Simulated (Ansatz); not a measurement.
**BBr (triplet): geometry optimisation**

Aim: relax a generated start of BBr (triplet) and see which bonds hold.

Program: Ansatz 0.2.0, Gaussian basis. Level of theory: UKS PBE0/def2-TZVP. These are calculated values, not measurements.

### Step 1. Starting geometry

2 atoms, charge 0, spin multiplicity 3.

Atoms are counted from 1 here; the program's logs count them from 0.

Bond lengths: B1–Br2 1.897 Å.

The start is set by covalent radii. Sticks and bond lists go by distance. No spin-orbit coupling is included. 

### Step 2. The run

in.yaml

```yaml
crystal:
  periodic: [false, false, false]
  atoms:
    - {symbol: B, position_ang: [0.000000, 0.000000, 0.000000]}
    - {symbol: Br, position_ang: [0.000000, 0.000000, 1.897200]}
basis:
  gaussian: {orbitals: def2-TZVP}
magnetization: {spin_polarized: true, initial_magnetization: 2}
hamiltonian: {xc: pbe0}
relax: {f_tol: 0.004, max_steps: 80}
```

On the command line:

```sh
ansatz run in.yaml --threads 1 --pin off --events-out ev --progress --plain --max-ram 2176MiB
```

Q: Predict the outcome of this session. Wanted: energy gained; shift from the start; total energy; dipole moment; ⟨S²⟩.

**Answer**, as computed:

| quantity | value |
| --- | --- |
| steps | 5 |
| energy gained | 0.019 eV |
| shift from the start (rms) | 0.022 Å |
| total energy | -70709.5218 eV |
| dipole moment | 0.11 D |
| ⟨S²⟩ | 2.006 |

What this shows: The bonds of the start are those of the end. B1–Br2 went from 1.897 to 1.853 Å. No vibrations were run, so this is a stationary point, not a proven minimum, and this spin need not be the ground state's.
